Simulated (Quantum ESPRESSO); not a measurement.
The system is HfB.

```
CELL_PARAMETERS angstrom
0.00000 2.31000 2.31000
2.31000 0.00000 2.31000
2.31000 2.31000 0.00000
ATOMIC_POSITIONS crystal
Hf 0.50000 0.50000 0.50000
B 0.00000 0.00000 0.00000
```

* Program: Quantum ESPRESSO 7.5
* Task: phonon dispersion
* Functional: LDA
* Potentials or basis: GBRV 1.5 LDA
* Cutoff: 612 eV
* Density cutoff: 4898 eV
* k mesh: 8 × 8 × 8
* Occupations: cold, width 0.2 eV
* Spin: no spin polarisation
* Form of the LDA correlation: PZ81
* Mixing beta: 0.5
* Most SCF iterations: 120
* SCF threshold: 4e-10 Ry
* q mesh: 2 × 2 × 2

The cell and the atoms were relaxed first, to 13.45 Å³/atom (a = 3.364 Å, b = 3.364 Å, c = 3.364 Å, α = 60.00°, β = 60.00°, γ = 60.00°), and the response was taken there.

Is this structure dynamically stable at this level, and how far does the spectrum reach?

Yes, as far as this q mesh shows: no mode on the path is imaginary. The highest frequency is 575 cm⁻¹.

Phonon frequencies at the corners of the path (cm⁻¹, interpolated; i marks imaginary ones):
```
point              frequencies
    Γ        0 0 0 466 466 466
    X  114 114 161 504 504 575
    W  139 139 145 485 531 531
    K  134 135 148 491 505 546
    L  142 149 149 458 458 500
    U  134 135 148 491 505 546
```

Harmonic thermodynamics per atom at this volume (zero-point energy 57.8 meV, Debye temperature from the second moment 671 K):
| T (K) | free energy (meV) | entropy (k_B) | heat capacity Cv (k_B) |
| --- | --- | --- | --- |
| 50 | 57.5 | 0.22 | 0.55 |
| 100 | 55.3 | 0.83 | 1.20 |
| 200 | 43.3 | 1.92 | 1.97 |
| 298.15 | 23.3 | 2.79 | 2.41 |
| 500 | -37.8 | 4.14 | 2.75 |
| 800 | -163.2 | 5.47 | 2.90 |

Phonon states per cell in windows of 50 cm⁻¹ (negative: imaginary):
```csv
from (cm⁻¹),total,Hf,B
0,0.03,0.02,0.00
50,0.32,0.31,0.01
100,2.26,2.22,0.04
150,0.38,0.38,0.00
200,0.00,0.00,0.00
250,0.00,0.00,0.00
300,0.00,0.00,0.00
350,0.00,0.00,0.00
400,0.00,0.00,0.00
450,1.92,0.04,1.88
500,0.99,0.02,0.97
550,0.08,0.00,0.08
```

A q mesh this small can miss soft modes between its points.

Caveat: the mesh is thin for the phonons of a metal; the q mesh is small, so phonon branches between its points and thermal values are rough.
